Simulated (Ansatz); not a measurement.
# C4H9F2Ga: the cost of one run

The runs use Ansatz 0.2.0, Gaussian basis; functionals in def2-TZVPP, the program's frozen cores in correlated methods.

The runs, in order: LDA (SPW92), PBE-D4, revPBE-D4, BLYP-D4, r2SCAN-D4, B97M-V, PBE0-D4, B3LYP-D4, r2SCANh-D4, r2SCAN0-D4, HSE06-D4, BHLYP-D4, CAM-B3LYP-D4, LC-ωPBE, ωB97X-V, ωB97M-V, B2PLYP, PBE-QIDH; CCSD(T)/def2-SVP; MP2/def2-TZVPP; MP2/def2-QZVPP; RPA on PBE.

## (1) The geometry

All runs share one geometry, relaxed beforehand with PBE0-D4 in a triple-zeta def2 set.

SMILES `CC(C)[CH2][Ga]([F])[F]`, 16 atoms, charge 0, spin multiplicity 1.

Atoms are counted from 1 here; the program's logs count them from 0.

Bond lengths: C1–C2 1.521 Å, C1–H8 1.092 Å, C1–H9 1.093 Å, C1–H10 1.096 Å, C2–C3 1.521 Å, C2–C4 1.526 Å, C2–H11 1.098 Å, C3–H12 1.093 Å, C3–H13 1.096 Å, C3–H14 1.092 Å, C4–Ga5 1.952 Å, C4–H15 1.095 Å, C4–H16 1.095 Å, Ga5–F6 1.750 Å, Ga5–F7 1.753 Å. Angles: C2–C1–H8 111.1°, C2–C1–H9 111.5°, C2–C1–H10 110.8°, H8–C1–H9 107.8°, H8–C1–H10 107.2°, H9–C1–H10 108.3°, C1–C2–C3 111.1°, C1–C2–C4 111.5°, C1–C2–H11 107.9°, C3–C2–C4 111.5°, C3–C2–H11 107.9°, C4–C2–H11 106.8°, C2–C3–H12 111.5°, C2–C3–H13 110.8°, C2–C3–H14 111.1°, H12–C3–H13 108.2°, H12–C3–H14 107.8°, H13–C3–H14 107.3° and more.

## (2) LDA

This LDA is Slater exchange with PW92 correlation.

The input, in.yaml:

```yaml
crystal:
  periodic: [false, false, false]
  atoms:
    - {symbol: C, position_ang: [-0.356928, -1.351356, -0.823984]}
    - {symbol: C, position_ang: [0.328867, -0.697607, 0.366088]}
    - {symbol: C, position_ang: [1.625406, -0.020692, -0.051904]}
    - {symbol: C, position_ang: [-0.603298, 0.274939, 1.082153]}
    - {symbol: Ga, position_ang: [-1.195956, 1.775197, -0.017237]}
    - {symbol: F, position_ang: [-2.290944, 3.020984, 0.540099]}
    - {symbol: F, position_ang: [-0.733666, 2.091855, -1.678215]}
    - {symbol: H, position_ang: [0.286785, -2.104343, -1.284387]}
    - {symbol: H, position_ang: [-1.287943, -1.842891, -0.529314]}
    - {symbol: H, position_ang: [-0.590069, -0.608065, -1.594826]}
    - {symbol: H, position_ang: [0.577957, -1.487346, 1.087473]}
    - {symbol: H, position_ang: [2.126574, 0.445171, 0.800734]}
    - {symbol: H, position_ang: [1.435210, 0.753883, -0.803305]}
    - {symbol: H, position_ang: [2.318920, -0.739124, -0.494896]}
    - {symbol: H, position_ang: [-1.512389, -0.222531, 1.434977]}
    - {symbol: H, position_ang: [-0.128516, 0.711926, 1.966544]}
basis:
  gaussian: {orbitals: def2-TZVPP}
hamiltonian: {xc: lda}
output: {orbitals: {seedname: orbitals}}
```

Command:

```
$ ansatz run in.yaml --threads 8 --pin off --events-out ev --progress --plain --max-ram 20889MiB
```

Q: Estimate wall time and peak memory on 8 threads of AMD EPYC, shared host.

About 10 s, with a peak of 0.67 GiB.
